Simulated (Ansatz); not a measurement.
NiMoIrPdW: single point with PBE

Crystal: NiMoIrPdW.

```xyz
5
Lattice="-1.3700 1.3700 9.7165 1.3700 -1.3700 9.7165 1.3700 1.3700 -9.7165" Properties=species:S:1:pos:R:3 pbc="T T T"
Ni    0.0000    0.0000    3.8598
Mo    0.0000    0.0000   11.8389
Pd    0.0000    0.0000   15.4123
Ir    0.0000    0.0000    7.7623
W     0.0000    0.0000   19.3484
```

The cell was built by a generator and needn't be a form met in nature.

```yaml
Program: Ansatz 0.2.0
Task: single point
Functional: PBE
Potentials_or_basis: JTH PAW
Cutoff: "2400 eV (not typed: the program's choice for these potentials)"
k_mesh: 13 × 13 × 13
Occupations: fermi-dirac, width 0.05 eV
Spin: collinear spin, ferromagnetic start
Starting_moments: "[1.0, 1.0, 0.0, 0.6, 0.0] μB"
```

```json
{
  "Pressure": "0.3 GPa",
  "Largest force": "0.053 eV/Å",
  "Band gap on the k mesh": "none (metal or under the smearing width)",
  "Net moment": "0.00 μB per cell",
  "Absolute moment": "0.00 μB per cell"
}
```

Forces on the atoms (eV/Å):
```
Ni   0.000  0.000 -0.017
Mo   0.000  0.000 -0.007
Pd   0.000  0.000  0.037
Ir   0.000  0.000 -0.053
W    0.000  0.000  0.040
```

Stress tensor (GPa, compression positive):
```
0.22 0.00 0.00
0.00 0.22 0.00
0.00 0.00 0.34
```

Levels at points of the mesh, in eV from the Fermi level:
Spin up:
| k point | band 38 | band 39 | band 40 | band 41 | band 42 | band 43 |
| --- | --- | --- | --- | --- | --- | --- |
| (0.00, 0.00, 0.00) | -0.89 | -0.65 | 0.15 | 0.25 | 1.15 | 1.28 |
Spin down:
| k point | band 36 | band 37 | band 38 | band 39 | band 40 | band 41 | band 42 | band 43 | band 44 | band 45 |
| --- | --- | --- | --- | --- | --- | --- | --- | --- | --- | --- |
| (0.00, 0.00, 0.00) | -1.02 | -0.89 | -0.89 | -0.65 | 0.15 | 0.25 | 1.15 | 1.28 | 1.28 | 2.02 |

It took 8.3 min on 8 threads of Arm Neoverse V1 (shared host), peak memory 11 GiB.

Caveat: the starting moments weren't kept. The run has no spin-orbit coupling, so splittings on Ir, W are missing.
